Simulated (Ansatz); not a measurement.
Run this with Ansatz 0.2.0 through its Python package and show what comes out.

`ch7bsi2.xyz`
```text
11

C    -1.18500    1.10850   -0.45490
Si   -0.59740   -0.52520    0.05080
B     0.85160   -0.36150    1.39720
Si    1.43290   -0.89510   -0.47990
H    -1.75910    1.05400   -1.45560
H    -1.93770    1.54800    0.30080
H    -0.35980    1.86470   -0.56870
H    -1.49000   -1.60780    0.31290
H     1.23160   -0.09940    2.55590
H     2.10050    0.16770   -1.13520
H     1.77790   -2.31090   -0.50280
```

The script, `methods_ch7bsi2.py`:
```python
"""One geometry of CH7BSi2, method by method."""

from pathlib import Path

import ansatz as az
import numpy as np


def main() -> None:
    geometry = az.Crystal.molecule_from_extxyz("ch7bsi2.xyz")

    calculation = geometry.calculation().basis(gaussian="cc-pVDZ")

    print("functional    E (Ha)        dipole (D)   HOMO (eV)  LUMO (eV)")
    for name in ["lc_wpbe", "hse06", "hf", "cam_b3lyp", "lda", "r2scan"]:
        summary = calculation.functional(name).forces().orbitals().run(threads=1, runs_dir="runs").report
        lines = Path(summary["orbitals_path"]).read_text().splitlines()
        field_of = lambda key: [line.split("=")[1].strip() for line in lines if line.startswith(key)]
        orbitals = [(27.211386 * float(e), s, float(n)) for e, s, n in zip(field_of("Ene="), field_of("Spin="), field_of("Occup="))]
        homo = max(e for e, _, n in orbitals if n > 0.5)
        lumo = min(e for e, _, n in orbitals if n < 0.5)
        dipole = 4.803205 * np.linalg.norm(summary["charge_distribution"]["dipole_moment_e_ang"])
        print(f"{name:10s} {summary['free_energy_ev'] / 27.211386246:14.6f} {dipole:9.3f} {homo:11.3f} {lumo:10.3f}")


if __name__ == "__main__":
    main()
```

```console
$ python methods_ch7bsi2.py
functional    E (Ha)        dipole (D)   HOMO (eV)  LUMO (eV)
lc_wpbe       -645.793437     1.228      -8.539     -0.114
hse06         -645.679987     1.244      -5.598     -2.867
hf            -644.366500     1.209      -8.313      1.284
cam_b3lyp     -645.979208     1.221      -7.206     -1.199
lda           -642.994455     1.319      -5.013     -3.661
r2scan        -645.929407     1.270      -5.166     -3.199
```

Total energies depend on the basis set; only differences at equal settings carry meaning. The geometry is a force-field or estimated start, not a minimum of this method, and the basis set is short of its limit. A lower total doesn't mark the better method: functionals have no common bound, and MP2 and coupled cluster aren't variational. Levels such as HOMO and LUMO are orbital energies: with these approximate functionals they aren't the ionisation energy and electron affinity, and their gap isn't the fundamental gap. For Al to Cl the sets with a tight d function, cc-pV(X+d)Z, are usual. hse06 follows the composition of plane-wave codes, whose totals differ by tens of mHa, up to about 0.1 Ha, from the form usual in Gaussian-basis programs (wpbeh). Hardware and time: 15 s on 1 thread of Intel(R) Xeon(R) 6975P-C (Granite Rapids), on a shared host, peak memory 0.31 GiB.

(Lines on the test bed's own set-up are left out of the output.)
